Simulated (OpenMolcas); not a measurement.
**Au³⁺ among point charges: CASSCF and CASPT2 levels and susceptibility**

Aim: the splitting of the states of Au³⁺ in the field of 6 point charges, its lowest levels with spin-orbit coupling and its magnetic susceptibility.

The numbers are computed with OpenMolcas 26.06 (state-averaged CASSCF and CASPT2, spin-orbit coupling by RASSI with atomic mean-field integrals), except any that are marked as measured or tabulated.

**1. The atom as given**

* Species: Au³⁺ (gold, Z = 79, 76 electrons)
* Basis: ANO-RCC-VTZP [8s7p5d3f1g], 84 functions
* Scalar Hamiltonian: DKH2, point nucleus
* Inactive shells: 1s 2s 2p 3s 3p 3d 4s 4p 4d 4f 5s 5p
* Active space: 8 electrons in 5 orbitals (5d)
* Some configurations of this space: 5d⁸
* Orbitals: optimised for each spin and parity, averaged over all roots

The outer shells:

5d8
```
5d [↑↓][↑↓][↑↓][↑ ][↑ ]
```

The ion sits among 6 point charges of -1 e arranged as an octahedron (Oh), 2.43 Å from the ion.

The work runs as a chain of OpenMolcas steps in one folder; each step below is one input file. Labels, J, g values, rates, χT and fits are worked out afterwards by a script from the matrices that RASSI stores. The input lists half of the charges; inversion (Group=XYZ) makes the rest.

**2. One- and two-electron integrals**

Contents of a.inp:

```
&GATEWAY
Coord
1

Au 0.0 0.0 0.0
Basis=ANO-RCC-VTZP
Group=XYZ
NoMove
AngMom=0.0 0.0 0.0
AMFI
XField
3 Angstrom 0
2.430000 0.000000 0.000000 -1.000000
0.000000 2.430000 0.000000 -1.000000
0.000000 0.000000 2.430000 -1.000000
&SEWARD
```

The run is started by

```sh
$ OMP_NUM_THREADS=1 MOLCAS_MEM=1689 MOLCAS_PROJECT=a pymolcas a.inp > a.log
```

**3. Reference wave functions, triplets of even parity, 10 roots**

Contents of a.inp:

```
&RASSCF
FileOrb=start.orb
Symmetry=1
Spin=3
nActEl=8 0 0
Inactive=15 19
Ras2=5 0
CIRoot=10 10 1
SDav=10
CIMx=300
Iter=120 100
PrWF=0.3
OrbListing=Nothing
MaxOrb=0
>>> COPY $Project.JobIph JOB001
```

start.orb holds the contracted functions of the basis, ordered by shell, or the orbitals of the step before.

**4. CASSCF: singlets of even parity, 15 roots**

Contents of a.inp:

```
&RASSCF
FileOrb=start.orb
Symmetry=1
Spin=1
nActEl=8 0 0
Inactive=15 19
Ras2=5 0
CIRoot=15 15 1
SDav=15
CIMx=300
Iter=120 100
PrWF=0.3
OrbListing=Nothing
MaxOrb=0
>>> COPY $Project.JobIph JOB002
```

**5. State interaction with spin-orbit coupling**

Contents of a.inp:

```
&RASSI
NrOfJobIphs=2 10 15
1 2 3 4 5 6 7 8 9 10
1 2 3 4 5 6 7 8 9 10 11 12 13 14 15
IphNames
JOB001
JOB002
EJob
SpinOrbit
DIPRint=1.0
SOCoupling=1000.0
Subsets=2
Property=9
'ANGMOM' 1 'ANGMOM' 2 'ANGMOM' 3 'MLTPL  1' 1 'MLTPL  1' 2 'MLTPL  1' 3
'AMFI' 1 'AMFI' 2 'AMFI' 3
SOProperty=3
'ANGMOM' 1 'ANGMOM' 2 'ANGMOM' 3
```

**6. CASPT2: IPEA 0.25, imaginary shift 0.1 (closed shells correlated: 5s 5p)**

Contents of a.inp:

```
>>> COPY JOB001 $Project.JobIph
&CASPT2
Multistate=10 1 2 3 4 5 6 7 8 9 10
NoMult
Frozen=14 16
IPEA=0.25
Imaginary=0.1
MaxIter=60
WThr=0.0 0.3 0.05
PrWF=0.5
NoMix
>>> COPY JOB002 $Project.JobIph
&CASPT2
Multistate=15 1 2 3 4 5 6 7 8 9 10 11 12 13 14 15
NoMult
Frozen=14 16
IPEA=0.25
Imaginary=0.1
MaxIter=60
WThr=0.0 0.3 0.05
PrWF=0.5
NoMix
```

(Steps that only read results are left out.)

What does the calculation give? Wanted: spin-free ground state; first state of the same spin within the active space; lowest level; next level.

As calculated:

| quantity | value |
| --- | --- |
| method | SS-CASPT2, IPEA 0.25, imaginary shift 0.1 (closed shells correlated: 5s 5p) |
| spin-free ground state | 3A2, 1-fold in its orbital part |
| first state of the same spin within the active space | 3T2 at 1430 cm⁻¹ |
| lowest level | 3-fold T2 |
| next level | 998.5 cm⁻¹ |
| χT at 300 K | 2.97 cm³ K/mol |
| effective moment at 300 K | 4.87 μB |

Cost by method:

| method | time of its own steps | time with the reference |
| --- | --- | --- |
| A. CASSCF | 6.2 s | 6.2 s |
| B. SS-CASPT2, IPEA 0.25, imaginary shift 0.1, +5s 5p | 4.7 s | 11 s |

Times are of one thread on a shared host.

The spin-free ground state (3A2) comes to 100 % from free-ion F terms and keeps the highest spin of the shell. χT at 300 K is 2.97, against 1.00 cm³ K/mol for the spin alone, so orbital moment adds to it. CASPT2 does not keep the components of a term degenerate, and the means are used. The field of point charges can differ much from that of real complexes. Point charges carry no covalency, so the field is a model and not that of real ligands.
